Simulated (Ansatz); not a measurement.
Run this with the Ansatz DFT code, driven from Python and show what comes out.

`zrb2_lattice.py`
```python
'''Relaxed cell of ZrB2 under several functionals.'''

import argparse
import warnings

import ansatz as az
import numpy as np

parser = argparse.ArgumentParser(description='Relaxed cell of ZrB2 under several functionals.')
parser.add_argument('--cutoff', type=float, required=True, help='plane-wave cutoff (eV)')
parser.add_argument('--occupations', required=True, help='how the bands are filled')
parser.add_argument('--kgrid', type=int, nargs=3, required=True, help='k-point sampling')
parser.add_argument('--force-tol', type=float, required=True, help='force threshold (eV/A)')
args = parser.parse_args()

def edges_and_angles(cell):
    cell = np.asarray(cell)
    a, b, c = np.linalg.norm(cell, axis=1)
    cosines = cell[1] @ cell[2] / (b * c), cell[0] @ cell[2] / (a * c), cell[0] @ cell[1] / (a * b)
    return (a, b, c, *np.degrees(np.arccos(cosines)))

warnings.simplefilter('ignore', az.DeckWarning)

structure = (
    az.Lattice.from_parameters(3.17, 3.17, 3.533, alpha=90, beta=90, gamma=120)
    .space_group(191)
    .atom('Zr', (0.0, 0.0, 0.0))
    .atom('B', (1 / 3, 2 / 3, 0.5))
)

job = (
    structure.calculation()
    .basis(args.cutoff)
    .occupations(args.occupations)
    .kpoints(*args.kgrid)
    .relax(cell=True, force_tolerance=args.force_tol)
)

levels = [('rpbe', 'none'), ('pbe', 'none'), ('r2scan', 'none')]
print('level            a       b       c    alpha   beta  gamma  V/atom  steps')
for name, dispersion in levels:
    seen = []
    run = job.functional(name, dispersion=dispersion).session().plan()
    res = run.execute(on_event=lambda e: seen.append(e) if e['event'] == 'relax_step' else None)
    cell = res.lattice.cell_ang
    label = name if dispersion == 'none' else f'{name}+{dispersion}'
    print('{:13s} {:7.4f} {:7.4f} {:7.4f} {:6.2f} {:6.2f} {:6.2f}'.format(label, *edges_and_angles(cell)), f'{abs(np.linalg.det(cell)) / len(res.lattice.sites):7.3f} {len(seen):5d}')
```

```console
$ python zrb2_lattice.py --cutoff 450.0 --occupations fermi_dirac --kgrid 10 10 8 --force-tol 0.005
level            a       b       c    alpha   beta  gamma  V/atom  steps
rpbe           3.1864  3.1864  3.5623  90.00  90.00 120.00  10.441     7
pbe            3.1705  3.1705  3.5442  90.00  90.00 120.00  10.285     4
r2scan         3.1669  3.1669  3.5532  90.00  90.00 120.00  10.287     5
```

From smallest to largest: PBE (10.28 Å³ an atom, +0.4 % against the start), r2SCAN (10.29 Å³ an atom, +0.4 % against the start) and RPBE (10.44 Å³ an atom, +1.9 % against the start). The spread is 1.5 % in volume.

Reading the output:
- The cutoff lies under the one recommended for these potentials in some of the runs.
- The run is spin-unpolarised.
- Forces vanish by symmetry, so the ions can't move, and the end may be a saddle.
- The mesh is modest for a metal, so energies can be off by several to tens of meV an atom and pressures by half a GPa or more; differences at equal mesh fare better.
- The starting cell is as deposited in a crystallographic database; the results hold for this polymorph, which needn't be the stable one.
- The script silences the warnings on its input, which a real study should read.
- Finished in 28 s on 1 thread of Arm Neoverse V2 (shared host), peak memory 0.5 GiB.
